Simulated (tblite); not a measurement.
# GeH4O4P: the cost of one run

Programs: tblite 0.8.0 and PySCF 2.14.0. All values are calculated, for the isolated system unless a continuum is named. Atoms count from 0, parts from 1.

## (1) The system as given

10 atoms, charge 0, multiplicity 2; geometry: distance geometry start.

## (2) Geometry optimisation with GFN2-xTB

Job settings and geometry (Å):

```
{"job": {"kind": "relax", "xc": "GFN2-xTB", "basis": "xTB"}, "charge": 0, "multiplicity": 2}
Ge     2.320133     1.022389     0.093351
O      0.500550     1.414171     0.111186
P     -0.742020     0.350474    -0.451073
O     -1.712792    -0.146958     0.903753
O     -1.726585     1.161282    -1.594328
O     -0.024846    -1.034015    -1.177915
H      2.996118     1.136650    -1.243936
H      2.769079    -0.109861     0.969522
H     -1.883041     2.146422    -1.605098
H      0.569089    -1.694029    -0.739931
```

Level: GFN2-xTB geometry optimisation, gas phase.

Run with:

```
OMP_NUM_THREADS=1 python cluster_run.py task.json out
```

This one command runs all jobs of the session in turn.

Q: Estimate the wall time of this first job on 1 thread of Arm Neoverse V1, shared host.

About 2.1 s.
